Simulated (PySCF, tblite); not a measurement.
# Si2OF4 (triplet), a small gas-phase stand-in for a defect centre: EPR parameters

Wanted: the EPR parameters for `F[Si]O[Si](F)(F)F`. It is drawn as: twofold Si.

Programs: tblite 0.8.0 and PySCF 2.14.0. All values are calculated, for the isolated system unless a continuum is named. Atoms count from 0, parts from 1.

## (1) Starting point

7 atoms, charge 0, multiplicity 3; geometry: distance geometry start.

## (2) Geometry optimisation with GFN2-xTB

Job settings and geometry (Å):

```
{"job": {"kind": "relax", "xc": "GFN2-xTB", "basis": "xTB"}, "charge": 0, "multiplicity": 3}
Si     1.885680    -0.685028     0.303701
F      2.563897     0.813177    -0.014833
O      0.434348    -1.013812    -0.528699
Si    -0.876326    -0.060404    -0.051900
F     -0.732090     1.485191    -0.728511
F     -2.339714    -0.669816    -0.587990
F     -0.899957     0.160274     1.596298
```

With the program's defaults for keys left out, this is: GFN2-xTB geometry optimisation, gas phase.

Launch:

```bash
> OMP_NUM_THREADS=1 python cluster_run.py task.json out
```

This one command runs all jobs of the session in turn.

**Question.** The jobs that follow are: PBE0-D3(BJ)/def2-SVP geometry optimisation, gas phase; UKS B3LYP, IGLO-III on F O Si, non-relativistic, mean-field spin-orbit, GIAO; UKS BHandHLYP, IGLO-III on F O Si, non-relativistic, mean-field spin-orbit, GIAO. Predict: point group; rotational constants (main isotopes); D, E (B3LYP); g(iso) (B3LYP); ⟨S²⟩; largest a(iso).

**Answer**, as computed:

```
                            quantity                     value
                         point group                        C1
rotational constants (main isotopes)      3.51, 0.93, 0.90 GHz
                        D, E (B3LYP)         0.149, 0.036 cm⁻¹
                      g(iso) (B3LYP)                   2.00009
                                ⟨S²⟩        2.002 (exact 2.00)
                      largest a(iso)  29Si on Si0, -1011.4 MHz
```

**Reading.** The start of the PBE0/def2-SVP relaxation was shaken at random by about 0.01 Å, so part of the energy gained, and of the first lengths quoted, undoes that. Relaxing lowered the energy by 0.192 eV in 28 steps; the close pair that moved most is O2–Si3, from 1.545 to 1.621 Å (PBE0/def2-SVP). Si0 carries the largest spin population, 1.87 e. The isotropic g lies 2.2 ppt below the free-electron value. The coupling of 29Si on Si0 runs from -1053.0 (BHandHLYP/IGLO-III) to -1011.4 MHz (B3LYP/IGLO-III). The triplet was assumed; the singlet may lie lower.
